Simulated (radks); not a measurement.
# Pb²⁺ in [Hg]: an all-electron calculation

One table from this session's results is given with a row withheld; the runs are named, their logs left out.

Program: radks (a radial shooting solver on a logarithmic mesh, Libxc functionals) version 1. Level of theory: scalar-relativistic Kohn-Sham, PBE, spin-unpolarised, spherical densities, point nucleus. These are calculated values, not measurements, unless marked.

## The system

* element: lead (Z = 82)
* charge: +2
* electrons: 80
* configuration: [Hg]

Outer shells as boxes (Hund's rule):

Pb²⁺
```
[Xe] core
4f [↑↓][↑↓][↑↓][↑↓][↑↓][↑↓][↑↓]
5d [↑↓][↑↓][↑↓][↑↓][↑↓]
6s [↑↓]
```

The first run:

Settings of this run:

```text
Z 82
configuration [Hg]
relativity scalar-relativistic
functional pbe,pbe
spin unpolarised
nucleus point
c 137.035999084
```

Among the steps run: Self-consistent calculation.

One table of the session follows, with a row left open; its other results are not shown here.

It belongs to the step «Radial structure». Sizes of the orbitals, from the radial functions (bohr):

```
level      <r>  outermost maximum (interpolated)  90 % within  nodes
   1s  0.01604                           0.00984       0.0294      0
   2s  0.06758                            0.0571        0.105      1
   2p  0.06144                            0.0476        0.100      0
   3s   0.1745                             0.161        0.256      2
   3p   0.1765                             0.161        0.264      1
   3d   0.1599                             0.131        0.248      0
   4s        ?                                 ?            ?      ?
   4p   0.4100                             0.382        0.594      2
   4d   0.4310                             0.388        0.641      1
   5s   0.8535                             0.789         1.22      4
   4f   0.4538                             0.350        0.720      0
   5p   0.9769                             0.882         1.41      3
   5d    1.292                              1.07         1.95      2
   6s    2.176                              1.92         3.14      5
```

Q: Estimate the row for 4s from the others.

**Answer.** <r>: 0.3842; outermost maximum (interpolated): 0.362; 90 % within: 0.550; nodes: 3. In the column «<r>» it lies between 3p (0.1765) and 4p (0.4100).
